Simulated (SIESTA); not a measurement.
CdO2:

```
CELL_PARAMETERS angstrom
5.40472 0.00000 0.00000
0.00000 5.40472 0.00000
0.00000 0.00000 5.40472
ATOMIC_POSITIONS crystal
Cd 0.50000 0.50000 0.50000
Cd 0.00000 0.50000 0.00000
Cd 0.00000 0.00000 0.50000
Cd 0.50000 0.00000 0.00000
O 0.91968 0.58032 0.41968
O 0.58032 0.41968 0.91968
O 0.41968 0.91968 0.58032
O 0.08032 0.08032 0.08032
O 0.91968 0.91968 0.91968
O 0.58032 0.08032 0.41968
O 0.41968 0.58032 0.08032
O 0.08032 0.41968 0.58032
```

The cell comes from a database or a generator and needn't be the stable form of this composition.

- Program: SIESTA 5.4.2
- Task: single point
- Functional: PBEsol
- Potentials or basis: PseudoDojo 0.4 standard (PBEsol files)
- Basis: DZP (energy shift 0.003 Ry; two zetas on semicore shells)
- Grid cutoff: 800 Ry
- Energy shift: 0.003 Ry
- k mesh: 5 × 5 × 5
- Occupations: fermi-dirac, width 0.05 eV
- Spin: no spin polarisation

On this cell: pressure -5.9 GPa; largest force 0.034 eV/Å; band gap on the k mesh 1.15 eV, indirect (least direct gap 1.19 eV).

The same run follows on a disturbed copy (atoms moved at random, drawn with an rms of 0.05 Å):

```xyz
12
Lattice="5.4047 0.0000 0.0000 0.0000 5.4047 0.0000 0.0000 0.0000 5.4047" Properties=species:S:1:pos:R:3 pbc="T T T"
Cd    2.6758    2.7168    2.7221
Cd    0.0173    2.7342   -0.0068
Cd   -0.0341   -0.0475    2.7776
Cd    2.7050   -0.0401   -0.0158
O     4.9993    3.1261    2.2532
O     3.1798    2.2232    4.9188
O     2.2831    4.9876    3.1452
O     0.4310    0.4505    0.4165
O     4.9676    4.9868    4.9046
O     3.1384    0.4587    2.2787
O     2.2970    3.1195    0.4102
O     0.4140    2.3367    3.1462
```

What changes?

The energy moves by +14.1 meV/atom; pressure -5.5 GPa; largest force 1.331 eV/Å; band gap on the k mesh 1.03 eV, indirect (least direct gap 1.10 eV).

Forces in eV/Å, atoms in the order of the input:
```
Cd   0.135 -0.059 -0.223
Cd  -0.034 -0.177  0.075
Cd   0.262  0.501 -0.832
Cd  -0.041  0.255  0.237
O   -0.851  0.732 -0.646
O   -0.436  0.477  0.596
O   -0.128 -0.085 -0.129
O   -0.211 -0.374 -0.154
O    0.218  0.161  1.028
O    0.000 -0.057 -0.170
O    0.342 -0.398 -0.299
O    0.743 -0.976  0.517
```

Stress tensor (GPa, compression positive):
```
-5.81 -0.57  0.49
-0.57 -5.83 -1.53
 0.49 -1.53 -4.83
```

Caveats: an odd mesh through Γ misses points on the zone boundary, where band edges often lie; the basis of atomic orbitals isn't converged, which shifts pressures, moduli and gaps.
